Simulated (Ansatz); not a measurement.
# AgF: a single-point run

The task is a single-point run on AgF. The structure is shown as the input types it. The cell is built on a prototype (zincblende) and needn't be the phase found in nature.

Computed with Ansatz 0.2.0 (density functional or hybrid calculation with the settings of its input, plane waves (as first typed), unless a step's input says otherwise).

## 1. The starting structure

Symmetry: F-43m, No. 216, cubic system. The conventional cell has a = 5.348 Å, b = 5.348 Å, c = 5.348 Å, α = 90.00°, β = 90.00°, γ = 90.00°. Ag (site symmetry -43m) has 4 F at 2.32 Å as nearest neighbours. F (site symmetry -43m) is surrounded by 4 Ag at 2.32 Å.

As a file:

```
CELL_PARAMETERS angstrom
0.00000 2.67418 2.67418
2.67418 0.00000 2.67418
2.67418 2.67418 0.00000
ATOMIC_POSITIONS crystal
Ag 0.00000 0.00000 0.00000
F 0.25000 0.25000 0.25000
```

## 2. The run

File input.yaml:

```yaml
crystal:
  lattice:
    - [0.0, 2.6741814776, 2.6741814776]
    - [2.6741814776, 0.0, 2.6741814776]
    - [2.6741814776, 2.6741814776, 0.0]
  atoms:
    - { symbol: Ag, position: [0.0, 0.0, 0.0] }
    - { symbol: F, position: [0.25, 0.25, 0.25] }
kpoints:
  mp_grid: { grid: [6, 6, 6] }
hamiltonian:
  xc: pbesol
scf:
  occupations: { method: fermi_dirac, width: 0.02 }
  n_extra_bands: 4
  convergence: { dr2_threshold: 1.0 }
  max_iter: 63
output:
  forces: true
  stress: true
  eigenvalues: true
```

Command:

```sh
> ansatz run input.yaml --threads 4 --pin off --max-ram 3686MiB --backend cpu --events-out ev --progress --plain --runs-dir out
```

Q: Will this input give a usable result? If not, why, and what should change?

The run converged and reported no error, with warnings (force scf threshold loose, stress scf threshold loose). Its log warns: «scf.convergence.dr2_threshold = 1e0 eV is looser than this run's default, which is 1e-7 eV or tighter. The error in the forces grows as the threshold's square root ...»

The threshold asked is loose, but the program put off the close and ended at dr2 = 3.4e-9, so little accuracy was lost here.

The test: delete scf.convergence.dr2_threshold (the default then holds).
